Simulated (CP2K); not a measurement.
## NbTe under changes of volume

One of the cells (20.101 Å³/atom); the others are scaled copies at fixed shape and fractional positions:

```
Nb Te
1.0
     3.42570    0.00000    0.00000
     0.00000    3.42570    0.00000
     0.00000    0.00000    3.42570
Nb Te
1 1
Direct
  0.50000 0.50000 0.50000
  0.00000 0.00000 0.00000
```

The cell was built by a generator and needn't be a form met in nature.

```yaml
Program: CP2K 2026.2
Functional: PBE
Potentials_or_basis: POTENTIAL_UZH Nb GTH-PBE-q13, Te GTH-PBE-q6; TZVP-MOLOPT-PBE-GTH basis
Density_cutoff: 6123 eV
k_mesh: 8 × 8 × 8
Occupations: fermi-dirac, width 0.05 eV
Spin: no spin polarisation
```

```csv
volume (Å³/atom),energy over the lowest point (meV/atom),pressure (GPa)
18.895,56.65,12.6
19.297,30.12,8.9
19.699,?,?
20.101,2.68,2.6
20.503,0.00,-0.1
20.905,3.64,-2.5
21.307,12.93,-4.6
```

What does the run at 19.699 Å³/atom give?

Energy over the lowest point 12.44 meV/atom; pressure 5.5 GPa.

Worked out: A Birch-Murnaghan fit of order 3 (a polynomial in V^(-2/3)) to the other rows has its minimum at 20.47 Å³/atom with B0 = V·E''(V) = 130 GPa and B' = 4.7. It gives 12.44 meV/atom at 19.699 Å³/atom, against the run's 12.44, and -dE/dV = 5.4 GPa, against 5.5.

Energies are extrapolated to zero smearing.

Caveats: the basis of atomic orbitals isn't converged, which shifts pressures, moduli and gaps.
